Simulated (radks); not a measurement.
**Ni⁺ in [Ar] 3d9: an all-electron calculation**

One table from this session's results is given with a row withheld; the runs are named, their logs left out.

Method: non-relativistic Kohn-Sham, LDA (Slater exchange, Perdew-Wang correlation), spin-polarised, spherical densities, point nucleus; open shells are filled with parallel spins first. Code: radks (a radial shooting solver on a logarithmic mesh, Libxc functionals) version 1.

### The atom as given

```
element       : nickel (Z = 28)
charge        : +1
electrons     : 27
configuration : [Ar] 3d9
```

Outer shells as boxes (Hund's rule):

Ni⁺
```
[Ar] core
3d [↑↓][↑↓][↑↓][↑↓][↑ ]
```

Set-up of the first run:

Settings of this run:

```text
Z 28
configuration [Ar] 3d9 4s0 4p0
relativity non-relativistic
functional lda,pw
spin polarised
nucleus point
```

One of the session's tables, all rows but one given; the rest of the session is left out.

It belongs to the step «Radial structure». Sizes of the orbitals, from the radial functions (bohr):

```
  level      <r>  outermost maximum (interpolated)  90 % within  nodes
  1s up  0.05492                            0.0362       0.0978      0
1s down  0.05492                            0.0362       0.0978      0
  2s up   0.2488                             0.208        0.385      1
2s down   0.2488                             0.208        0.385      1
  2p up   0.2169                             0.166        0.355      0
2p down   0.2168                             0.166        0.354      0
  3s up   0.7550                             0.649         1.13      2
3s down   0.7558                             0.649         1.14      2
  3p up   0.7900                             0.652         1.22      1
3p down   0.7913                             0.652         1.23      1
  3d up    1.056                             0.633         1.90      0
3d down        ?                                 ?            ?      ?
  4s up    2.657                              2.21         4.00      3
4s down    2.684                              2.23         4.04      3
  4p up    3.439                              2.80         5.27      2
4p down    3.483                              2.84         5.33      2
```

Estimate the missing values for 3d down.

As computed: <r>: 1.077; outermost maximum (interpolated): 0.635; 90 % within: 1.94; nodes: 0. In the column «<r>» it lies between 3d up (1.056) and 4s up (2.657).

Caveats from the session: Open shells are spherical and high-spin; term and fine-structure splittings are not resolved.
